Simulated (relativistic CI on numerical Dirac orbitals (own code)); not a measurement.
**Ta³⁺: 4d photoemission multiplets**

Wanted: the shape of the 4d photoemission spectrum of Ta³⁺ in 3 surroundings, from the same atomic integrals.

The numbers are computed with relativistic CI on numerical Dirac orbitals (own code) version 1 (Dirac-Coulomb-Breit CI, KLI orbitals optimised for each configuration, model QED (radiative potential, 1s self-energy scaled to tabulated hydrogen-like ionisation energies), valence Slater integrals scaled by 0.8, multiplet model of photoemission in the sudden approximation in a parametric crystal field), except any that are marked as measured or tabulated.

## Step 1: The system

```
ion            : Ta³⁺ (Ta IV)
nuclear charge : 73
electrons      : 70
configurations : [Xe] 4f14 5d2 → [Kr] 4d9 4f14 5s2 5p6 5d2
temperature    : 300 K
widths         : Lorentz 3.5 eV, Gauss 0.6 eV
surrounding 1  : Td, 10Dq = -19600 cm⁻¹
surrounding 2  : Td, 10Dq = -25050 cm⁻¹
surrounding 3  : Td, 10Dq = -30550 cm⁻¹
```

## Step 2: Surrounding 1: Td, 10Dq = -19600

Settings of the run:

```ini
atom Ta  Z=73  charge=3  electrons=70
nucleus A=181  rms_radius_fm=5.3507
hamiltonian dirac-coulomb  breit=on  qed=on  c_scale=1
orbitals kli  potential=per-configuration
slater_scale 0.8
correlation none
mixing on
configurations
  [Xe] 4f14 5d2
  [Kr] 4d9 4f14 5s2 5p6 5d2
end
photoemission 4d T=300 lorentz=3.5 gauss=0.6
crystal_field Td 10Dq=-19600
```

## Step 3: Surrounding 2: Td, 10Dq = -25050

Settings: those of step 2 with these lines changed.

```diff
@@ -12,2 +12,2 @@
 photoemission 4d T=300 lorentz=3.5 gauss=0.6
-crystal_field Td 10Dq=-19600
+crystal_field Td 10Dq=-25050
```

## Step 4: Surrounding 3: Td, 10Dq = -30550

Settings: those of step 3 with these lines changed.

```diff
@@ -12,2 +12,2 @@
 photoemission 4d T=300 lorentz=3.5 gauss=0.6
-crystal_field Td 10Dq=-25050
+crystal_field Td 10Dq=-30550
```

(Steps that only read results are left out.)

Before running it: what results should come out? Wanted: highest peak, first run; ground spin.

**Answer**, as computed:

| surrounding | ground S | centroid (eV) | spread (eV) | up to four highest peaks (% of the highest), eV |
| --- | --- | --- | --- | --- |
| 1: Td | 1.00 | 273.15 | 5.76 | 268.4 (100), 280.0 (66) |
| 2: Td | 1.00 | 273.16 | 5.76 | 268.4 (100), 280.0 (66) |
| 3: Td | 1.00 | 273.17 | 5.75 | 268.4 (100), 280.0 (66) |

```
                           quantity     value
            highest peak, first run  268.4 eV
ground spin (effective S from ⟨S²⟩)      1.00
```

The highest peak stays in place, within the step of the energy grid, in all surroundings. Energies are those of the free ion without screening by ligands; binding energies in solids differ by tens of eV.
